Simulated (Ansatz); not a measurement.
**Pb (Fm-3m): an equation of state far from equilibrium**

One table from this session's results is given with a row withheld; the runs are named, their logs left out.

Computed with Ansatz 0.2.0 (DFT r²SCAN, scalar-relativistic, plane waves, PAW, unless a step's input says otherwise).

### The system as given

It takes space group Fm-3m (No. 225, cubic). The conventional cell has a = 4.989 Å, b = 4.989 Å, c = 4.989 Å, α = 90.00°, β = 90.00°, γ = 90.00°. Pb (site symmetry m-3m) is surrounded by 12 Pb at 3.53 Å.

Coordinates:

```cif
data_structure
_symmetry_space_group_name_H-M 'Fm-3m'
_symmetry_Int_Tables_number 225
_cell_length_a 4.9891
_cell_length_b 4.9891
_cell_length_c 4.9891
_cell_angle_alpha 90.000
_cell_angle_beta 90.000
_cell_angle_gamma 90.000
_cell_volume 124.19
loop_
_atom_site_label
_atom_site_type_symbol
_atom_site_symmetry_multiplicity
_atom_site_Wyckoff_symbol
_atom_site_fract_x
_atom_site_fract_y
_atom_site_fract_z
_atom_site_occupancy
Pb1 Pb 4 a 0.00000 0.00000 0.00000 1
```

An earlier run at r²SCAN left this cell at 31.047 Å³/atom and 0.01 GPa (16×16×16 mesh).

Set-up of the first run:

input.yaml reads:

```yaml
crystal:
  lattice:
    - [0.0, 2.4608544733, 2.4608544733]
    - [2.4608544733, 0.0, 2.4608544733]
    - [2.4608544733, 2.4608544733, 0.0]
  atoms:
    - { symbol: Pb, position: [0.0, 0.0, 0.0] }
basis:
  ecutwfc: 500
  ecutrho_ratio: 4
kpoints:
  mp_grid: { grid: [16, 16, 16] }
hamiltonian:
  xc: r2scan
scf:
  occupations: { method: gaussian, width: 0.05 }
output:
  forces: true
  stress: true
  eigenvalues: true
```

On the command line:

```console
$ ansatz run input.yaml --threads 1 --pin off --max-ram 2560MiB --backend cpu --events-out ev --progress --plain --runs-dir out
```

Among the steps run: Volume × 0.96; Volume × 1.04; Volume × 0.92; Volume × 0.88; Volume × 0.84; Volume × 0.8.

One of the session's tables, all rows but one given; the rest of the session is left out.

| volume (Å³/atom) | energy above the lowest (meV/atom) | pressure (GPa) |
| --- | --- | --- |
| 24.837 | 274.4 | 17.5 |
| 26.079 | 160.4 | 12.1 |
| 27.321 | ? | ? |
| 28.563 | 33.7 | 4.7 |
| 29.805 | 7.7 | 2.1 |
| 31.047 | 0.0 | 0.0 |
| 32.289 | 6.7 | -1.6 |

**Question.** Estimate the row for volume (Å³/atom) = 27.321.

Worked estimate for «energy above the lowest (meV/atom)». A straight line through the neighbours (26.079, 160.4) and (28.563, 33.7) gives 160.4 + (33.7 − 160.4) × (27.321 − 26.079) / (28.563 − 26.079) = 97.0; a parabola fitted to 4 rows on both sides gives 82.4.

As computed: energy above the lowest (meV/atom): 82.8; pressure (GPa): 8.0. In «energy above the lowest (meV/atom)» the line misses by +14.2 and the parabola by -0.4.

To keep in mind: Other structures may be lower in enthalpy at these pressures.
